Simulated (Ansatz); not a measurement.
# CH8AlClSi2: up Jacob's ladder to CCSD(T)

How much do the methods differ for CH8AlClSi2? The plan is to run it at one geometry with functionals of several rungs and with coupled cluster. The yardstick is the atomisation energy at the CCSD(T) limit.

The runs use Ansatz 0.2.0, Gaussian basis; functionals in def2-TZVPP, the program's frozen cores in correlated methods.

The runs, in order: PBE-D4, r2SCAN-D4, PBE0-D4, B3LYP-D4, ωB97X-V, ωB97M-V, B2PLYP; CCSD(T)/def2-TZVPP; MP2/def2-QZVPP; extrapolation to the limit.

### 1 Structure used throughout

An earlier PBE0-D4 in a triple-zeta def2 set relaxation fixed the geometry.

13 atoms, charge 0, spin multiplicity 1.

Atoms are counted from 1 here; the program's logs count them from 0.

Bond lengths: Si1–Al2 2.449 Å, Si1–H6 1.493 Å, Si1–H7 1.492 Å, Si1–H8 1.491 Å, Al2–Si3 2.449 Å, Al2–C4 1.969 Å, Al2–Cl5 2.445 Å, Si3–H9 1.493 Å, Si3–H10 1.492 Å, Si3–H11 1.491 Å, C4–Cl5 1.850 Å, C4–H12 1.087 Å, C4–H13 1.087 Å. Angles: Al2–Si1–H6 111.1°, Al2–Si1–H7 111.7°, Al2–Si1–H8 112.1°, H6–Si1–H7 107.1°, H6–Si1–H8 106.9°, H7–Si1–H8 107.6°, Si1–Al2–Si3 126.8°, Si1–Al2–C4 116.6°, Si1–Al2–Cl5 108.0°, Si3–Al2–C4 116.6°, Si3–Al2–Cl5 107.9°, C4–Al2–Cl5 48.1°, Al2–Si3–H9 111.1°, Al2–Si3–H10 111.8°, Al2–Si3–H11 112.1°, H9–Si3–H10 107.1°, H9–Si3–H11 106.9°, H10–Si3–H11 107.6° and more.

### 2 PBE-D4 (GGA)

The input, in.yaml:

```yaml
crystal:
  periodic: [false, false, false]
  atoms:
    - {symbol: Si, position_ang: [-2.306277, -0.063001, -0.655779]}
    - {symbol: Al, position_ang: [0.023935, 0.121632, 0.075023]}
    - {symbol: Si, position_ang: [1.437577, -1.681228, 0.940966]}
    - {symbol: C, position_ang: [0.829748, 1.917213, 0.004014]}
    - {symbol: Cl, position_ang: [1.273149, 1.282966, -1.676329]}
    - {symbol: H, position_ang: [-3.218304, -0.285715, 0.504966]}
    - {symbol: H, position_ang: [-2.768459, 1.175682, -1.346942]}
    - {symbol: H, position_ang: [-2.511893, -1.204723, -1.592291]}
    - {symbol: H, position_ang: [0.991152, -2.110356, 2.299371]}
    - {symbol: H, position_ang: [2.863055, -1.257492, 1.059927]}
    - {symbol: H, position_ang: [1.398684, -2.891363, 0.070920]}
    - {symbol: H, position_ang: [1.772295, 2.149200, 0.493371]}
    - {symbol: H, position_ang: [0.235841, 2.812385, -0.162416]}
basis:
  gaussian: {orbitals: def2-TZVPP}
hamiltonian: {xc: pbe, dispersion: d4}
output: {forces: true, orbitals: {seedname: orbitals}}
```

The run is started by

```sh
> ansatz run in.yaml --threads 4 --pin off --events-out ev --progress --plain --max-ram 10444MiB
```

Further steps of the session: r2SCAN-D4 (meta-GGA); PBE0-D4 (hybrid); B3LYP-D4 (hybrid); ωB97X-V (range-separated); ωB97M-V (range-separated); B2PLYP (double hybrid); CCSD(T) in def2-TZVPP; MP2 in def2-QZVPP.

Q: Predict the results of all the runs planned. Wanted: atomisation energy, CCSD(T)/CBS; farthest; mean size of error, hybrid; mean size of error, range-separated; gap, smallest and largest; T1 diagnostic; triples share of the correlation energy.

The runs gave:

```
                               quantity                                value
        atomisation energy, CCSD(T)/CBS                        3873.8 kJ/mol
 functionals within 19.4 kJ/mol (0.5 %)           PBE-D4, r2SCAN-D4, ωB97M-V
                               farthest                B2PLYP (-75.5 kJ/mol)
             mean size of error, hybrid                          22.9 kJ/mol
    mean size of error, range-separated                          15.5 kJ/mol
              gap, smallest and largest  3.96 eV (PBE-D4), 9.82 eV (ωB97X-V)
                          T1 diagnostic                               0.0128
triples share of the correlation energy                                3.9 %
```

What this shows: PBE-D4 misses by -8.4 kJ/mol. Double hybrids carry the basis error of their MP2 part in triple zeta, and no dispersion term here, so their miss is partly the set-up's. Misses under about 19.4 kJ/mol are within the doubt on the reference itself, which lacks core-valence correlation, relativity and higher excitations. Hartree-Fock recovers 75 % of the binding; the rest is correlation. The gap grows from 4.0 to 9.8 eV across the functionals, mostly with the share of exact exchange.
